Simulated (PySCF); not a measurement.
# Towards the basis-set limit for ZnO+

The task here is to estimate one member of a computed series from the others.

Computed with PySCF 2.14.0. Level: CCSD(T) on ROHF, scalar-relativistic core potentials.

The first run:

- molecule: ZnO+
- state: doublet, unpaired electrons π ↑
- smaller basis: Zn aug-cc-pVDZ-PP with ECP10, O aug-cc-pVDZ
- larger basis: Zn aug-cc-pVTZ-PP with ECP10, O aug-cc-pVTZ
- frozen core orbitals: 5
- extrapolation: correlation as n⁻³ (n = 2, 3), Hartree–Fock as (n+1)·exp(−9√n)
- corrections: none
- distances (Å): 1.5779, 1.6496, 1.7213, 1.7930, 1.8647, 1.9544, 2.0440
- masses (u): 63.9291, 15.9949
- dissociation limit: Zn+ + O

Run with:

```console
$ OMP_NUM_THREADS=4 python comp.py task.json out
```

Steps of the session up to this table: Coupled cluster at each distance.

One table of the session follows, with a row left open; its other results are not shown here.

It belongs to the step «Constants step by step». 

| level | Re (Å) | ωe (cm⁻¹) | ωexe (cm⁻¹) | αe (cm⁻¹) | De (eV) |
| --- | --- | --- | --- | --- | --- |
| CCSD(T)/aug-cc-pVDZ(-PP) | 1.8052 | 616.3 | 5.69 | 0.00409 | 1.501 |
| CCSD(T)/aug-cc-pVTZ(-PP) | 1.7930 | 628.4 | 5.36 | 0.00405 | 1.600 |
| HF/CBS | 1.7767 | 725.7 | 3.48 | 0.00294 | -0.240 |
| MP2/CBS | ? | ? | ? | ? | ? |
| CCSD/CBS | 1.7813 | 660.9 | 4.72 | 0.00367 | 1.426 |
| CCSD(T)/CBS | 1.7903 | 633.0 | 5.21 | 0.00398 | 1.652 |

Estimate the missing values for MP2/CBS.

The run gave: Re (Å): 1.7664; ωe (cm⁻¹): 685.8; ωexe (cm⁻¹): 3.87; αe (cm⁻¹): 0.00334; De (eV): 1.641. In the column «Re (Å)» it is the lowest.

The outer-core shells of Zn are frozen, which can move the bond length by hundredths of an ångström. An extrapolation from double and triple zeta is rough, so this isn't yet the limit.
